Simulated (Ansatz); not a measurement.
# Ge(OH)2Cl2 (Cl₂GeH₂O₂): geometry, orbitals and charge

Aim: characterise Ge(OH)2Cl2 (Cl₂GeH₂O₂) as a singlet: its structure, frontier levels and distribution of charge.

The runs use Ansatz 0.2.0, Gaussian basis; RKS PBE0-D4/def2-TZVP.

Plan: relaxation at PBE0-D4/def2-SVP; a search for the lowest solution at PBE0-D4/def2-SVP; a single point at PBE0-D4/def2-TZVP; harmonic vibrations at PBE0-D4/def2-SVP.

### Step 1. Where the work starts

7 atoms, charge 0, spin multiplicity 1.

Atoms are counted from 1 here; the program's logs count them from 0.

Bond lengths: Ge1–O2 1.721 Å, Ge1–O4 1.719 Å, Ge1–Cl6 2.111 Å, Ge1–Cl7 2.112 Å, O2–H3 0.956 Å, O4–H5 0.956 Å. Angles: O2–Ge1–O4 102.0°, O2–Ge1–Cl6 110.6°, O2–Ge1–Cl7 110.5°, O4–Ge1–Cl6 110.6°, O4–Ge1–Cl7 110.6°, Cl6–Ge1–Cl7 112.1°, Ge1–O2–H3 119.4°, Ge1–O4–H5 119.3°.

Coordinates:

```xyz
7
Cl2GeH2O2
Ge   -0.14941    0.00575   -0.10536
O    -0.03034   -0.00666    1.61103
H    -0.82157   -0.12096    2.13521
O     1.50365   -0.01736   -0.57781
H     1.72754    0.09079   -1.50119
Cl   -1.08746    1.77570   -0.77120
Cl   -1.14241   -1.72725   -0.79068
```

The start is a GFN2-xTB geometry.

### Step 2. Relaxation at PBE0-D4/def2-SVP

File in.yaml:

```yaml
crystal:
  periodic: [false, false, false]
  atoms:
    - {symbol: Ge, position_ang: [-0.149410, 0.005750, -0.105360]}
    - {symbol: O, position_ang: [-0.030340, -0.006660, 1.611030]}
    - {symbol: H, position_ang: [-0.821570, -0.120960, 2.135210]}
    - {symbol: O, position_ang: [1.503650, -0.017360, -0.577810]}
    - {symbol: H, position_ang: [1.727540, 0.090790, -1.501190]}
    - {symbol: Cl, position_ang: [-1.087460, 1.775700, -0.771200]}
    - {symbol: Cl, position_ang: [-1.142410, -1.727250, -0.790680]}
basis:
  gaussian: {orbitals: def2-SVP}
hamiltonian: {xc: pbe0, dispersion: d4}
scf: {omitted_lower_state_checks: [starts]}
output: {orbitals: {seedname: orbitals}}
relax: {f_tol: 0.02, max_steps: 100}
```

Launch:

```bash
ansatz run in.yaml --threads 4 --pin off --events-out ev --progress --plain --max-ram 3916MiB
```

The runs that follow: Searching for the lowest solution, PBE0-D4/def2-SVP; Single point, PBE0-D4/def2-TZVP; Harmonic vibrations.

**Question.** What will the summary of the whole plan be? Wanted: point group; commonest bond, hydrogen aside; HOMO, LUMO at PBE0-D4/def2-TZVP; dipole at PBE0-D4/def2-SVP; lowest, highest wavenumber.

**Answer**, as computed:

```
                       quantity                           value
                    point group                              C2
 commonest bond, hydrogen aside  Ge–O, 2 of mean length 1.743 Å
HOMO, LUMO at PBE0-D4/def2-TZVP                 -9.36, -1.21 eV
     dipole at PBE0-D4/def2-SVP                          0.74 D
     lowest, highest wavenumber                   99, 3900 cm⁻¹
```

In words: The molecule keeps its bonding pattern by the stored test; the atoms moved 0.13 Å (rms). All wavenumbers are real: a minimum at this level. The HOMO lies nearest to Cl6, Cl7 about 44 % each and the LUMO to Ge1 32 %; Cl6, Cl7 about 20 % each. The point group is read from a loosely relaxed geometry; soft torsions can leave it below the true symmetry.
